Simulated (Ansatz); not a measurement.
ZnH:

```xyz
2
Lattice="0.0000 2.2159 2.2159 2.2159 0.0000 2.2159 2.2159 2.2159 0.0000" Properties=species:S:1:pos:R:3 pbc="T T T"
Zn    0.0000    0.0000    0.0000
H     1.1080    1.1080    1.1080
```

The cell was built by a generator and needn't be a form met in nature.

Base run:

* Program: Ansatz 0.2.0
* Functional: BLYP
* Potentials or basis: Ansatz PAW
* Cutoff: 420 eV (not typed: the program's choice for these potentials)
* k mesh: 10 × 10 × 10
* Occupations: fermi-dirac, width 0.05 eV
* Spin: no spin polarisation

Its results: band gap on the k mesh none (metal or under the smearing width); pressure 5.2 GPa.

**Question.** The run is repeated on the same cell with these changes: functional from BLYP to revPBE. What comes out?

**Answer.** Band gap on the k mesh none (metal or under the smearing width); pressure 1.7 GPa.

Caveats: the PAW data sets come from PBE, with cores solved anew for the run's functional, which leaves a small shift of forces and pressure.
